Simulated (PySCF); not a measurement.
# ScSi: from the state search to spectroscopic constants

What are the lowest state that PBE0 finds, the bond length, vibrational wavenumber and bond energy of ScSi, and how much do these hang on the method?

The runs use PySCF 2.14.0; Sc def2-TZVPP, Si def2-TZVPP, no relativity.

## 1. Set-up

The job is set up so:

| Item | Value |
| --- | --- |
| atoms | Sc, Si |
| charge | 0 |
| basis | Sc def2-TZVPP, Si def2-TZVPP |
| Hamiltonian | no relativity |
| basis functions | 106 |
| electrons treated | 35 |
| masses in u | 44.9559, 27.9769 |
| levels | PBE0, PBE, r²SCAN, TPSSh, B97-3, PBEsol, M06, CAM-B3LYP, HF, MP2, SCS-MP2, CCSD, CCSD(T) |
| grid | 80 radial by 434 angular points |
| occupations | held fixed by the projection of orbital angular momentum |
| dissociation limit | Sc + Si, each in its ground configuration |
| starting distance in angstrom | 2.435 |
| values of 2S to try | 1, 3, 5 |

Command:

```bash
> OMP_NUM_THREADS=2 python dia.py task.json out
```

The runs that follow: PBE0 along the bond; Higher solutions at PBE0; PBE; r²SCAN; TPSSh; B97-3; PBEsol (GGA); M06; CAM-B3LYP (range-separated hybrid); ROHF; Adding correlation.

**Question.** What will these runs give? Wanted: for each run, Re; ωe; De; μ.

The runs gave:

Lowest PBE0 solution found, without spin–orbit coupling: ⁴Σ⁻ (quartet), unpaired electrons σ ↑, π ↑↑. State 2 has its PBE0 minimum 0.06 eV higher, as a spin-mixed determinant (⟨S²⟩ = 1.91), so this is no gap between pure states. State 3 has its PBE0 minimum 0.22 eV higher, as a spin-mixed determinant (⟨S²⟩ = 2.28), so this is no gap between pure states. State 4 has its PBE0 minimum 0.23 eV higher. The other levels ran on the lowest alone.

```
       level  Re (Å)  ωe (cm⁻¹)  De (eV)  μ (D)
        ROHF   2.689      224.5     0.56  -4.81
    ROHF-MP2   2.477        372     1.84    n/a
ROHF-SCS-MP2   2.520        341     1.54    n/a
   ROHF-CCSD   2.538        341     1.65    n/a
ROHF-CCSD(T)   2.532        351     1.92    n/a
         PBE   2.512        356     2.64  -3.25
      PBEsol   2.493        365     2.90  -3.24
      r²SCAN   2.496        367     2.36  -3.57
       TPSSh   2.501        365     2.30  -3.85
        PBE0   2.496        361     2.18  -3.62
       B97-3   2.514        351     2.02  -3.79
         M06   2.499        367     2.48  -2.80
   CAM-B3LYP   2.496        345     1.74  -3.60
```

De is counted to Sc + Si in their ground configurations. A positive dipole means Sc(−)Si(+).

Bond lengths run from 2.477 Å (ROHF-MP2) to 2.689 Å (ROHF). Among the levels with a De in the table, it runs from 0.56 eV (ROHF) to 2.90 eV (PBEsol).

Correlated steps freeze 10 core orbitals. With d or f electrons several states lie close, and the lowest PBE0 determinant need not be the measured ground state. T1 is 0.053 near the minimum (highest on the curve 0.058), which may point to more than one leading configuration.
